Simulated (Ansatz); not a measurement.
# FGeH3O: the cost of one run

Method: RKS B3LYP-D4/def2-SVP, in Ansatz 0.2.0.

## Step 1: The system as given

Bond lengths: Ge1–H2 1.750 Å, Ge1–O3 1.970 Å, O3–H4 1.010 Å, Ge1–F5 1.679 Å, Ge1–H6 1.549 Å. Angles: H2–Ge1–O3 43.1°, H2–Ge1–F5 122.1°, H2–Ge1–H6 122.1°, O3–Ge1–F5 122.8°, O3–Ge1–H6 122.8°, F5–Ge1–H6 109.5°, Ge1–O3–H4 105.8°.

Coordinates:

```xyz
6

Ge    0.0000    0.0000    0.0000
H     0.9237    0.0000    1.4863
O     1.9022    0.0000    0.5126
H     2.2186   -0.9521    0.3959
F    -0.7913    1.3709   -0.5594
H    -0.7300   -1.2648   -0.5162
```

## Step 2: A restrained relaxation towards end A

Springs on the bonds that form and break draw the guess towards this end; the thresholds are loose.

input.yaml reads:

```yaml
crystal:
  periodic: [false, false, false]
  atoms:
    - { symbol: Ge, position_ang: [0.0, 0.0, 0.0] }
    - { symbol: H, position_ang: [0.9237, 0.0, 1.4863] }
    - { symbol: O, position_ang: [1.9022, 0.0, 0.5126] }
    - { symbol: H, position_ang: [2.2186, -0.9521, 0.3959] }
    - { symbol: F, position_ang: [-0.7913, 1.3709, -0.5594] }
    - { symbol: H, position_ang: [-0.73, -1.2648, -0.5162] }
basis:
  gaussian: { orbitals: def2-SVP }
hamiltonian:
  xc: b3lyp
  dispersion: d4
relax:
  f_tol: 0.15
  max_steps: 25
  restrain:
    - { distance: [1, 2], at: 2.21, k: 30.0 }
    - { distance: [0, 1], at: 1.55, k: 30.0 }
    - { distance: [0, 2], at: 1.77, k: 30.0 }
```

Command:

```console
$ ansatz run input.yaml --threads 1 --pin off --max-ram 2048MiB --backend cpu --events-out ev --progress --plain --runs-dir out
```

Q: Estimate wall time and peak memory on 1 thread of Arm Neoverse V2, shared host.

About 40 s, with a peak of 0.14 GiB.
